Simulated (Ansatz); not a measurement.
I need a ladder of methods at one geometry of FH3NSn, SMILES [NH2][SnH][F]. Use the Python package of Ansatz (0.2.0). Use (for the species named): revPBE, def2-SVP basis, multiplicity 2. The script varies functional: revpbe, cam_b3lyp, lda, pbe0, r2scan, b3lyp.

```
atom    x (Å)    y (Å)    z (Å)
   N  -0.9016   0.1058  -0.7372
  Sn   0.1072  -0.3943   0.9312
   F   1.8486  -0.9964   0.3965
   H  -0.3181   0.9022  -1.2330
   H  -0.9521  -0.6873  -1.3995
   H   0.2580   1.0060   1.9958
```

`methods_fh3nsn.py`
```python
"""One geometry of FH3NSn, method by method."""

from pathlib import Path

import ansatz as az
from ase import Atoms
import numpy as np

params = {
    "basis": "def2-SVP",
}

atoms = Atoms(["N", "Sn", "F", "H", "H", "H"], positions=[
    (-0.9016, 0.1058, -0.7372),
    (0.1072, -0.3943, 0.9312),
    (1.8486, -0.9964, 0.3965),
    (-0.3181, 0.9022, -1.233),
    (-0.9521, -0.6873, -1.3995),
    (0.258, 1.006, 1.9958),
])
mol = az.Crystal.molecule_from_ase(atoms)

job = (
    mol.calculation()
    .basis(gaussian=params["basis"])
    .spin("collinear", total=1)
)

print("functional    E (Ha)        dipole (D)   HOMO (eV)  LUMO (eV)")
for name in ["revpbe", "cam_b3lyp", "lda", "pbe0", "r2scan", "b3lyp"]:
    summary = job.functional(name).forces().orbitals().run(threads=1, runs_dir="runs").report
    lines = Path(summary["orbitals_path"]).read_text().splitlines()
    field_of = lambda key: [line.split("=")[1].strip() for line in lines if line.startswith(key)]
    orbitals = [(27.211386 * float(e), s, float(n)) for e, s, n in zip(field_of("Ene="), field_of("Spin="), field_of("Occup="))]
    homo = max(e for e, _, n in orbitals if n > 0.5)
    lumo = min(e for e, _, n in orbitals if n < 0.5)
    dipole = 4.803205 * np.linalg.norm(summary["charge_distribution"]["dipole_moment_e_ang"])
    print(f"{name:10s} {summary['free_energy_ev'] / 27.211386246:14.6f} {dipole:9.3f} {homo:11.3f} {lumo:10.3f}")
```

```console
$ python methods_fh3nsn.py
functional    E (Ha)        dipole (D)   HOMO (eV)  LUMO (eV)
revpbe        -370.549272     1.232      -5.159     -3.973
cam_b3lyp     -370.483491     1.301      -7.577     -2.351
lda           -369.106804     1.315      -5.222     -4.399
pbe0          -370.396541     1.328      -6.371     -3.257
r2scan        -370.559513     1.289      -5.605     -3.798
b3lyp         -370.624209     1.315      -6.103     -3.641
```

What to keep in mind:
- Total energies depend on the basis set; only differences at equal settings carry meaning.
- The geometry is a force-field or estimated start, not a minimum of this method, and the basis set is short of its limit. A lower total doesn't mark the better method: functionals have no common bound, and MP2 and coupled cluster aren't variational.
- def2 sets replace the cores of elements past krypton by effective core potentials.
- The run takes the species as open-shell (spin multiplicity 2), which needn't be its ground state.
- b3lyp holds the VWN-RPA fit, as in Gaussian; the form of ORCA and Turbomole is b3lyp5.
- Levels such as HOMO and LUMO are orbital energies: with these approximate functionals they aren't the ionisation energy and electron affinity, and their gap isn't the fundamental gap.
- It ran for 23 s on 1 thread of Arm Neoverse V1 (shared host), peak memory 0.27 GiB.
